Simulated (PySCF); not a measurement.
Molecule: C2SiH4, in a box.

```
C Si H
1.0
    12.00000    0.00000    0.00000
     0.00000   14.00000    0.00000
     0.00000    0.00000   12.00000
C Si H
2 1 4
Direct
  0.41490 0.40588 0.53594
  0.44509 0.48766 0.52679
  0.49078 0.61129 0.51294
  0.38821 0.33359 0.54403
  0.45542 0.64871 0.40284
  0.43982 0.66941 0.60283
  0.61395 0.61547 0.52195
```

Base run:

| Property | Result |
| --- | --- |
| Program | PySCF 2.14.0 |
| Functional | PBE |
| Potentials or basis | pob-tzvp-rev2 (all-electron) |
| k mesh | 1 × 1 × 1 |
| Occupations | fixed |
| Spin | no spin polarisation |

Its results: gap between the frontier levels 6.23 eV.

Question: The run is repeated on the same cell with these changes: functional from PBE to HSE06. What comes out?

Answer: Gap between the frontier levels 7.68 eV.

HSE06 gives the wider gap, since exact exchange removes part of the self-interaction.

Caveats: this is a molecule in a periodic box at the Γ point, so its band gap is the HOMO-LUMO gap; the basis of atomic orbitals isn't converged, which shifts pressures, moduli and gaps; this program's HSE differs a little from the usual definition (some runs).

